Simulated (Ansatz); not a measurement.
# BLYP/3-21G run of AlH (SMILES [AlH])

What is the electronic atomisation energy of AlH at BLYP/3-21G? 

The results are computed with Ansatz 0.2.0.

53 further runs of the same task are left out: 53 set aside as unsound or not needed.

### 1 Starting point

AlH has 2 atoms, charge 0, and is taken as a singlet. As SMILES, `[AlH]`. The shape comes from GFN2-xTB, which is rough for such elements, and wasn't checked as a minimum.

Bond lengths: Al1–H2 1.613 Å.

### 2 The energy at BLYP/3-21G

The input, in.yaml:

```yaml
crystal:
  periodic: [false, false, false]
  atoms:
    - symbol: Al
      position_ang: [0.000000, 0.000000, 0.000000]
    - symbol: H
      position_ang: [0.000000, 0.000000, 1.613470]
basis:
  gaussian:
    orbitals: 3-21G.json
hamiltonian:
  xc: {name: BLYP}
accuracy: high
```

The basis set 3-21G is read from a file made from the Basis Set Exchange's data (not shown).

Command:

```sh
ansatz run in.yaml --threads 1 --pin off --max-ram 2610MiB --events-out events.jsonl --progress --plain --runs-dir runs
```

What it wrote:

```text
Warning: RAYON_NUM_THREADS=1 ignored (pool sized by the plan → 1); use --threads N
Functional definition: BLYP
  name "BLYP"
  parameter beta = 0.0042
  parameter a = 0.04918
  parameter b = 0.132
  parameter c = 0.2533
  parameter d = 0.349
  exchange = b88_x(beta = beta)
  correlation = lyp_c(a = a, b = b, c = c, d = d)
280 factors; integrals over basis functions are off by at most 2.6e-9 eV
mean field evaluation 1: about -6574.4478 eV, gradient 1.0e1 eV
mean field evaluation 2: about -6574.5735 eV, gradient 7.8e0 eV
mean field evaluation 4: about -6574.9273 eV, gradient 7.8e-2 eV
mean field evaluation 8: about -6574.9250 eV, gradient 1.1e-3 eV
mean field evaluation 16: about -6574.9250 eV, gradient 7.8e-8 eV
mean field -6574.92495779 eV, -241.6240355546 hartree, gradient 7.8e-8 eV, S^2 0.000000; 0 other end points of the search recorded, 0 dependent functions left out
reference -6574.92499235 eV, -241.6240368248 hartree; 7, 7 occupied and 8, 8 virtual orbitals, 280 factors
Total energy: -6574.92499235 eV, -241.6240368248 hartree
```

It took 0.5 s on 1 thread of Intel Xeon Platinum 8259CL at 2.50GHz (Skylake/Cascade Lake), shared host.

### 3 The Al atom, same level

The input, in.yaml:

```yaml
basis:
  gaussian:
    orbitals: 3-21G.json
crystal:
  periodic: [false, false, false]
  atoms:
    - {symbol: Al, position_ang: [0.000000, 0.000000, 0.000000]}
magnetization:
  spin_polarized: true
  initial_magnetization: 1
hamiltonian:
  xc: {name: BLYP}
accuracy: high
```

The basis set 3-21G is read from a file made from the Basis Set Exchange's data (not shown).

Run the same way, it converges to -241.02352 Eh (log not shown).

### 4 The H atom

The input, molecule.yaml:

```yaml
crystal:
  periodic: [false, false, false]
  atoms:
    - {symbol: H, position_ang: [0.000000, 0.000000, 0.000000]}
basis:
  gaussian:
    orbitals: 3-21G.json
magnetization:
  spin_polarized: true
  initial_magnetization: 1
hamiltonian:
  xc: {name: BLYP}
accuracy: high
```

The basis set 3-21G is read from a file made from the Basis Set Exchange's data (not shown).

Command:

```sh
ansatz run molecule.yaml --threads 1 --pin off --max-ram 2610MiB --events-out events.jsonl --progress --plain --runs-dir runs
```

What it wrote (excerpt; [...] marks lines left out):

```text
Warning: RAYON_NUM_THREADS=1 ignored (pool sized by the plan → 1); use --threads N
[... 9 set-up lines as earlier in the session ...]
3 factors; integrals over basis functions are off by at most 5.6e-10 eV
mean field evaluation 1: about -13.3939 eV, gradient 2.0e-1 eV
mean field evaluation 2: about -13.3929 eV, gradient 2.2e-1 eV
mean field evaluation 4: about -13.3933 eV, gradient 1.4e-6 eV
mean field evaluation 8: about -13.3933 eV, gradient 1.1e-9 eV
mean field -13.39327765 eV, -0.4921938755 hartree, gradient 9.1e-9 eV, S^2 0.750000; 0 other end points of the search recorded, 0 dependent functions left out
reference -13.39329494 eV, -0.4921945107 hartree; 1, 0 occupied and 1, 2 virtual orbitals, 3 factors
Total energy: -13.39329494 eV, -0.4921945107 hartree
```

Wall time 0.16 s (1 thread of Intel Xeon Platinum 8259CL at 2.50GHz (Skylake/Cascade Lake), shared host).

### 5 Outcome

At BLYP/3-21G:

| quantity | value |
| --- | --- |
| molecule: total energy | -241.62404 Eh |
| Al atom: total energy | -241.02352 Eh |
| Al atom: ⟨S²⟩ | 0.750 |
| H atom: total energy | -0.49219 Eh |
| H atom: ⟨S²⟩ | 0.750 |
| electronic atomisation energy | 2.948 eV |

In words: Taking the molecule apart into free atoms costs 2.95 eV (68 kcal/mol), before zero-point energy and without spin-orbit coupling. The basis has no polarisation functions, which makes bonds too weak.
